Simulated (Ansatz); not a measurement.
# Al₃Ag, space group Pm-3m: a scan of one input key

Computed with the Python package of Ansatz (0.2.0).

Interactive session:
```pycon
>>> import warnings
>>> import ansatz
>>> import numpy as np
>>> warnings.simplefilter('ignore', ansatz.DeckWarning)
>>> vectors = np.array([
...     [4.081513, 0.0, 0.0],
...     [0.0, 4.081513, 0.0],
...     [0.0, 0.0, 4.081513],
... ])
>>> cell = (
...     ansatz.Lattice.of(vectors)
...     .atom('Al', (0.0, 0.5, 0.5))
...     .atom('Al', (0.5, 0.0, 0.5))
...     .atom('Al', (0.5, 0.5, 0.0))
...     .atom('Ag', (0.0, 0.0, 0.0))
... )
>>> [site.symbol for site in cell.resolved().sites]
['Al', 'Al', 'Al', 'Ag']
>>> job = (
...     cell.calculation()
...     .functional(ansatz.Functional.R2SCAN, dispersion='D4')
...     .basis(750)
...     .accuracy('low')
...     .kpoints(6, 6, 6, center='gamma')
...     .occupations('Fermi-Dirac', width=0.05)
...     .band_table()
... )
>>> typed = job.input()
>>> rows = []
>>> for value in [1, 2, 3]:
...     edited = typed.set(ansatz.key.basis.xc_grid, value)
...     report = ansatz.Session.from_dict(edited).plan().execute().report
...     rows.append((value, report['free_energy_ev'], report['n_iterations'], len(report['eigenvalues_ev'][0]) if 'eigenvalues_ev' in report else 0))
...
>>> lines = [','.join(['xc grid', 'F eV', 'iterations', 'bands listed'])] + [','.join(f'{v:.4f}' if isinstance(v, float) else str(v) for v in row) for row in rows]
>>> print('\n'.join(lines))
xc grid,F eV,iterations,bands listed
1,-9225.3550,7,18
2,-9225.3559,7,18
3,-9225.3559,7,18
>>> with open('edit.csv', 'w') as handle:
...     handle.write('\n'.join(lines) + '\n')
...
91
>>> print(edited.to_yaml())
crystal:
  lattice:
    - [4.081513, 0.0, 0.0]
    - [0.0, 4.081513, 0.0]
    - [0.0, 0.0, 4.081513]
  atoms:
    - { symbol: Al, position: [0.0, 0.5, 0.5] }
    - { symbol: Al, position: [0.5, 0.0, 0.5] }
    - { symbol: Al, position: [0.5, 0.5, 0.0] }
    - { symbol: Ag, position: [0.0, 0.0, 0.0] }
accuracy: low
basis:
  ecutwfc: 750.0
  xc_grid: 3
kpoints:
  mp_grid:
    grid: [6, 6, 6]
    shift: [0.0, 0.0, 0.0]
hamiltonian:
  xc: r2scan
  dispersion: d4
scf:
  occupations:
    method: fermi_dirac
    width: 0.05
output:
  eigenvalues: true
```

Reading the output:
- The settings weren't tested for convergence.
- Dispersion corrections can be off by several per cent in the lattices of metals, and by several GPa in the pressure at a fixed cell.
- The mesh is modest for a metal, so energies can be off by several to tens of meV an atom and pressures by half a GPa or more; differences at equal mesh fare better.
- The structure comes from a database of computed cells and needn't be a stable or known phase.
- Finished in 16 s on 1 thread of Arm Neoverse V2 (shared host), peak memory 0.53 GiB.
